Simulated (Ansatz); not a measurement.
# CH₇AlOSSi: up Jacob's ladder to CCSD(T)

One table from this session's results is given with a row withheld; the runs are named, their logs left out.

The runs use Ansatz 0.2.0, Gaussian basis; functionals in def2-TZVPP, the program's frozen cores in correlated methods.

Plan: LDA (SPW92), PBE-D4, revPBE-D4, BLYP-D4, r2SCAN-D4, B97M-V, PBE0-D4, B3LYP-D4, r2SCANh-D4, r2SCAN0-D4, HSE06-D4, BHLYP-D4, CAM-B3LYP-D4, LC-ωPBE, ωB97X-V, ωB97M-V, B2PLYP, PBE-QIDH; CCSD(T)/def2-SVP; CCSD(T)/def2-TZVPP; MP2/def2-QZVPP; extrapolation to the limit; RPA on PBE.

### The geometry

The geometry comes from an earlier relaxation with PBE0-D4 in a triple-zeta def2 set; it is a stationary point, not always the lowest conformer.

SMILES `[AlH2][CH](S)O[SiH3]`, 12 atoms, charge 0, spin multiplicity 1.

Atoms are counted from 1 here; the program's logs count them from 0.

Bond lengths: Al1–C2 1.968 Å, Al1–H6 1.584 Å, Al1–H7 1.584 Å, C2–S3 1.914 Å, C2–O4 1.378 Å, C2–H8 1.098 Å, S3–H9 1.347 Å, O4–Si5 1.660 Å, Si5–H10 1.480 Å, Si5–H11 1.485 Å, Si5–H12 1.488 Å. Angles: C2–Al1–H6 117.6°, C2–Al1–H7 116.8°, H6–Al1–H7 125.5°, Al1–C2–S3 80.2°, Al1–C2–O4 126.9°, Al1–C2–H8 114.5°, S3–C2–O4 113.8°, S3–C2–H8 100.2°, O4–C2–H8 112.7°, C2–S3–H9 95.1°, C2–O4–Si5 123.6°, O4–Si5–H10 105.9°, O4–Si5–H11 111.1°, O4–Si5–H12 109.2°, H10–Si5–H11 110.2°, H10–Si5–H12 111.3°, H11–Si5–H12 109.1°.

Coordinates:

```
atom     x (Å)     y (Å)     z (Å)
 Al1  -1.39572   1.51785   1.16941
  C2  -0.42587   0.44492  -0.16449
  S3  -1.35312  -0.94914   0.76316
  O4   0.93685   0.25317  -0.23886
 Si5   1.65040  -0.92376  -1.16685
  H6  -0.70927   1.72801   2.58177
  H7  -2.75617   2.17885   0.70043
  H8  -0.91620   0.38499  -1.14565
  H9  -0.54825  -0.92999   1.84276
 H10   3.05846  -0.50374  -1.34131
 H11   1.58992  -2.24524  -0.49186
 H12   0.94608  -1.01103  -2.47452
```

The first run:

Input file in.yaml:

```yaml
crystal:
  periodic: [false, false, false]
  atoms:
    - {symbol: Al, position_ang: [-1.395724, 1.517849, 1.169410]}
    - {symbol: C, position_ang: [-0.425871, 0.444922, -0.164491]}
    - {symbol: S, position_ang: [-1.353122, -0.949141, 0.763161]}
    - {symbol: O, position_ang: [0.936846, 0.253171, -0.238855]}
    - {symbol: Si, position_ang: [1.650401, -0.923760, -1.166855]}
    - {symbol: H, position_ang: [-0.709271, 1.728009, 2.581774]}
    - {symbol: H, position_ang: [-2.756169, 2.178848, 0.700433]}
    - {symbol: H, position_ang: [-0.916204, 0.384989, -1.145648]}
    - {symbol: H, position_ang: [-0.548251, -0.929986, 1.842761]}
    - {symbol: H, position_ang: [3.058462, -0.503738, -1.341306]}
    - {symbol: H, position_ang: [1.589920, -2.245237, -0.491862]}
    - {symbol: H, position_ang: [0.946081, -1.011027, -2.474523]}
basis:
  gaussian: {orbitals: def2-TZVPP}
hamiltonian: {xc: lda}
output: {orbitals: {seedname: orbitals}}
```

Among the steps run: LDA; PBE-D4 (GGA); revPBE-D4 (GGA); BLYP-D4 (GGA); r2SCAN-D4 (meta-GGA); B97M-V (meta-GGA); PBE0-D4 (hybrid); B3LYP-D4 (hybrid); r2SCANh-D4 (hybrid); r2SCAN0-D4 (hybrid); HSE06-D4 (hybrid); BHLYP-D4 (hybrid); CAM-B3LYP-D4 (range-separated); LC-ωPBE (range-separated); ωB97X-V (range-separated); ωB97M-V (range-separated); B2PLYP (double hybrid); PBE-QIDH (double hybrid).

One table of the session follows, with a row left open; its other results are not shown here.

It belongs to the step «Orbital energies across the functionals». 

| functional | HOMO (eV) | gap (eV) |
| --- | --- | --- |
| LDA (SPW92) | -6.08 | 4.54 |
| PBE-D4 | -5.95 | 4.62 |
| revPBE-D4 | -5.90 | 4.65 |
| BLYP-D4 | -5.82 | 4.60 |
| r2SCAN-D4 | -6.19 | 5.13 |
| B97M-V | -6.33 | 5.14 |
| PBE0-D4 | -7.14 | 6.65 |
| B3LYP-D4 | -6.93 | 6.23 |
| r2SCANh-D4 | ? | ? |
| r2SCAN0-D4 | -7.30 | 7.00 |
| HSE06-D4 | -6.74 | 5.89 |
| BHLYP-D4 | -8.23 | 8.50 |
| CAM-B3LYP-D4 | -8.44 | 8.86 |
| LC-ωPBE | -9.75 | 11.23 |
| ωB97X-V | -9.43 | 10.78 |
| ωB97M-V | -9.30 | 10.34 |

Q: Estimate the row for r2SCANh-D4 from the others.

Worked estimate for «HOMO (eV)». Against the share of exact exchange, r2SCAN-D4 (0, -6.19), r2SCAN0-D4 (0.25, -7.30) give a slope of -4.44 per unit share; at 0.1 the line stands at -6.63.

The run gave: HOMO (eV): -6.63; gap (eV): 5.90. In «HOMO (eV)» the line misses by 0.00.
